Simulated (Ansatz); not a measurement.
# Ti5B7N12: the cost of one run

Method: DFT PBE, scalar-relativistic, plane waves, PAW, in Ansatz 0.2.0.

### Step 1. The system as given

The cell holds 24 atoms (B7N12Ti5): a = 6.067 Å, b = 6.189 Å, c = 6.166 Å, α = 90.90°, β = 87.36°, γ = 92.70°.

It is the last frame of an earlier stage of the same melt, run at 1600 K.

As a file:

```
CELL_PARAMETERS angstrom
6.06378 -0.14374 0.14033
-0.14374 6.18717 -0.04707
0.14033 -0.04707 6.16406
ATOMIC_POSITIONS crystal
Ti 0.24213 0.31132 0.31416
Ti 0.72753 0.29794 0.46887
Ti 0.49958 0.82179 0.40881
Ti 0.25274 0.63363 0.79900
Ti 0.62966 0.45581 0.01801
N 0.78318 0.86345 0.60437
N 0.63791 0.81399 0.09338
N 0.33770 0.30784 0.99928
N 0.55752 0.52425 0.67793
N 0.44755 0.13366 0.39423
N 0.94732 0.50132 0.78657
N 0.35909 0.96615 0.81234
N 0.78015 0.13709 0.94036
N 0.90618 0.49436 0.28188
N 0.24144 0.65807 0.38714
N 0.99865 0.20190 0.53258
N 0.03751 0.93348 0.19412
B 0.76565 0.66394 0.70442
B 0.04681 0.66935 0.25952
B 0.83201 0.97063 0.11972
B 0.95992 0.97890 0.45725
B 0.22193 0.15405 0.86245
B 0.99446 0.25731 0.77296
B 0.56945 0.99913 0.94746
```

### Step 2. Dynamics at 300 K

One k point, a Fermi-Dirac width of 0.050 eV and a fixed cell.

Input file input.yaml:

```yaml
crystal:
  lattice:
    - [6.063779, -0.143741, 0.140335]
    - [-0.143741, 6.18717, -0.047069]
    - [0.140335, -0.047069, 6.164055]
  atoms:
    - { symbol: Ti, position: [0.2421287153, 0.3113166112, 0.3141611469] }
    - { symbol: Ti, position: [0.7275323516, 0.2979371047, 0.4688678279] }
    - { symbol: Ti, position: [0.4995785943, 0.8217924072, 0.4088132087] }
    - { symbol: Ti, position: [0.252737893, 0.6336273964, 0.7990031562] }
    - { symbol: Ti, position: [0.6296578124, 0.4558133008, 0.0180132119] }
    - { symbol: "N", position: [0.7831757657, 0.8634453069, 0.6043677841] }
    - { symbol: "N", position: [0.6379133034, 0.8139920668, 0.0933813792] }
    - { symbol: "N", position: [0.3376999845, 0.3078417034, 0.9992775122] }
    - { symbol: "N", position: [0.5575174823, 0.5242528415, 0.6779314269] }
    - { symbol: "N", position: [0.4475530803, 0.1336615941, 0.3942304263] }
    - { symbol: "N", position: [0.9473204371, 0.5013221668, 0.786567947] }
    - { symbol: "N", position: [0.3590856284, 0.9661476467, 0.8123373406] }
    - { symbol: "N", position: [0.7801501819, 0.1370871434, 0.9403592771] }
    - { symbol: "N", position: [0.9061816203, 0.4943626492, 0.2818826869] }
    - { symbol: "N", position: [0.2414371962, 0.6580738516, 0.3871362429] }
    - { symbol: "N", position: [0.9986473708, 0.2019002057, 0.5325834718] }
    - { symbol: "N", position: [0.0375123989, 0.9334752718, 0.1941237464] }
    - { symbol: B, position: [0.7656514801, 0.6639365245, 0.7044246356] }
    - { symbol: B, position: [0.0468094963, 0.6693485962, 0.259524529] }
    - { symbol: B, position: [0.8320065828, 0.9706277186, 0.119719567] }
    - { symbol: B, position: [0.9599201212, 0.9788962907, 0.4572479988] }
    - { symbol: B, position: [0.2219337023, 0.1540452273, 0.8624499724] }
    - { symbol: B, position: [0.9944583111, 0.2573117689, 0.7729607926] }
    - { symbol: B, position: [0.569453527, 0.9991259222, 0.9474647616] }
  symmetry: { detect: false }
basis:
  ecutwfc: 420
  xc_grid: 1
kpoints:
  mp_grid: { grid: [1, 1, 1], shift: [0.25, 0.25, 0.25] }
hamiltonian:
  xc: pbe
scf:
  occupations: { method: fermi_dirac, width: 0.05 }
  lower_state_search: "off"
  convergence: { dr2_threshold: 1.0e-05 }
output:
  forces: true
  stress: true
md:
  timestep: 1.5
  n_steps: 250
  ensemble: nvt_langevin
  friction: 0.03
  temperature: 300.0
  initial_velocities: maxwell_boltzmann
  seed: 10844
```

On the command line:

```bash
> ansatz run input.yaml --threads 2 --pin off --max-ram 5120MiB --backend cpu --events-out ev --progress --plain --runs-dir out
```

Q: Estimate wall time and peak memory on 2 threads of Arm Neoverse V2, shared host.

About 4.3 min, with a peak of 0.45 GiB.
